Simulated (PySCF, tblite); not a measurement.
# C₅H₁₄Si₂: geometry, infrared bands and NMR shifts

What infrared bands and NMR shifts should C₅H₁₄Si₂ (`C=C(C)[Si](C)(C)[SiH3]`) show?

Computed with tblite 0.8.0 and PySCF 2.14.0, with density-fitted response routines of our own, on a single molecule in the gas phase. Atoms are numbered from 0 throughout.

**1. The starting structure**

21 atoms, charge 0, multiplicity 1; geometry from: force field or distance geometry start.

Bonds of the start (Å): C0–C1 1.34, C1–C2 1.50, C1–Si3 1.89, Si3–C4 1.85, Si3–C5 1.86, Si3–Si6 2.34, C0–H7 1.09, C0–H8 1.09, C2–H9 1.10, C2–H10 1.09, C2–H11 1.11, C4–H12 1.09, C4–H13 1.10, C4–H14 1.11, C5–H15 1.09, C5–H16 1.10, C5–H17 1.10, Si6–H18 1.48, Si6–H19 1.50, Si6–H20 1.48.

**2. Geometry optimisation with GFN2-xTB**

What the job is given:

```
{"job": {"kind": "relax", "xc": "GFN2-xTB", "basis": "xTB"}, "charge": 0, "multiplicity": 1}
C     -2.064700     0.114300     1.250000
C     -1.335300    -0.219000     0.173500
C     -1.884000    -1.069500    -0.928700
Si     0.470100     0.319000    -0.017000
C      0.870500     0.654100    -1.791400
C      0.853600     1.807600     1.032600
Si     1.856400    -1.428100     0.700300
H     -1.685500     0.726000     2.073700
H     -3.103500    -0.206400     1.342000
H     -1.913800    -0.509100    -1.870100
H     -1.308100    -1.981000    -1.075300
H     -2.927100    -1.379200    -0.721100
H      1.906100     0.980000    -1.902500
H      0.729400    -0.234100    -2.422500
H      0.227000     1.459200    -2.190300
H      0.209500     2.649600     0.775600
H      0.715700     1.606600     2.103900
H      1.894800     2.121200     0.892300
H      1.588600    -2.645600    -0.101800
H      1.618000    -1.723700     2.147700
H      3.273500    -1.024900     0.528600
```

On the command line:

```sh
OMP_NUM_THREADS=1 python probes_run.py task.json out
```

One launch serves the whole session: the jobs run in the order shown.

**Question.** This job is followed by: GFN2-xTB harmonic vibrations, gas phase; GIAO PBE0/pcSseg-1 NMR shielding, non-relativistic, gas phase. What will the session give for the following? strongest single infrared mode (GFN2-xTB); zero-point energy (GFN2-xTB); 13C shifts against TMS (PBE0/pcSseg-1, means over atoms taken as alike); 1H shifts against TMS (PBE0/pcSseg-1, means over atoms taken as alike); 29Si shifts against TMS (PBE0/pcSseg-1).

The runs gave:

| quantity | value |
| --- | --- |
| strongest single infrared mode (GFN2-xTB) | 780 cm⁻¹, 644 km/mol |
| zero-point energy (GFN2-xTB) | 104.7 kcal/mol |
| 13C shifts against TMS (PBE0/pcSseg-1, means over atoms taken as alike) | 155.9, 132.7, 27.6, -1.5 ppm |
| 1H shifts against TMS (PBE0/pcSseg-1, means over atoms taken as alike) | 6.05, 5.49, 3.29, 1.98, 0.28 ppm |
| 29Si shifts against TMS (PBE0/pcSseg-1) | -24.1, -117.5 ppm |

The optimisation took 41 steps and gained 0.181 eV; among the close pairs (by a distance rule), Si3–C4 changed most, from 1.850 to 1.915 Å. The lowest mode is slightly imaginary (7i cm⁻¹), a soft motion within the noise of the Hessian, so the minimum is not strictly shown. GFN2-xTB is a fitted tight-binding method: band positions and strengths are rough. Its intensities can rank the bands wrongly. C1 (fully substituted alkene carbon) lies farthest downfield among carbon, at 155.9 ppm; the olefinic region. At PBE0/pcSseg-1: Shielding is most anisotropic at C1 (span 257 ppm, paramagnetic term -234 ppm).
